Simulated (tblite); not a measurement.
# H26In9N9: the cost of one run

Computed with tblite 0.8.0 and PySCF 2.14.0 and routines of our own; the level stands in each step. Atoms count from 0.

## (1) The system as given

44 atoms, charge 0, multiplicity 1; geometry from: force field, distance geometry or constructed start.

## (2) Relaxing the molecule with GFN2-xTB

Job settings and geometry (Å):

```
{"job": {"kind": "relax", "xc": "GFN2-xTB", "basis": "xTB"}, "charge": 0, "multiplicity": 1}
In    -2.436100    -0.625600    -0.203400
In    -0.683500    -1.637700    -3.083900
In     1.085600    -0.626100    -0.200800
In    -0.681000    -1.635900     2.667200
In    -0.681300    -3.674600    -0.198400
In     1.077100     1.408800    -3.079600
In     2.841200     2.427500    -0.205100
In    -0.676900     2.428500    -0.200300
In     1.083100     1.407200     2.673000
N     -2.443800    -0.624600     1.956200
N     -2.443100     1.408100    -0.922700
N     -0.682800    -1.642300    -0.920600
N      1.077000    -0.623100    -3.790800
N      1.082600    -0.624400     1.951900
N      1.078200     1.414400    -0.920400
N     -0.682200    -3.672800     1.960900
N      2.841500     2.427700     1.955500
N     -0.681400     2.422400     1.953600
H      3.689700     1.937400     2.303800
H      2.843900     3.407300     2.304000
H     -0.682600     3.410200     2.302800
H     -1.530300     1.937100     2.301100
H     -3.286700    -1.109400     2.307900
H     -2.445200     0.352400     2.299800
H     -1.528900    -4.161100     2.302200
H      0.162800    -4.164600     2.303800
H     -3.289400     1.901900    -0.574600
H     -2.441600     1.409900    -1.959400
H      1.081000    -0.623400    -4.837800
H      1.930700    -1.113600    -3.445800
H      1.933200    -1.113400     2.300200
H     -2.111000    -4.497100    -0.784900
H     -2.110100    -0.815300    -3.662300
H     -3.867700    -1.450000    -0.781400
H      2.510500     2.236000    -3.663700
H     -0.679800    -1.638100     4.420500
H      2.508500    -1.448600    -0.789200
H      1.081300     1.411800     4.420800
H     -0.679200    -3.294100    -3.660500
H      4.265200     1.604300    -0.783900
H      2.841000     4.073400    -0.781300
H      0.754500    -4.504000    -0.781400
H     -0.343500     2.235200    -3.664000
H     -0.677700     4.075200    -0.786900
```

The run is started by

```sh
> OMP_NUM_THREADS=2 python large_run.py task.json out
```

This one command runs all jobs of the session in turn.

**Question.** How long does this first job take on 2 threads of Arm Neoverse N1, shared host, and how much memory does it need?

About 5.5 s, with a peak of 0.16 GiB.
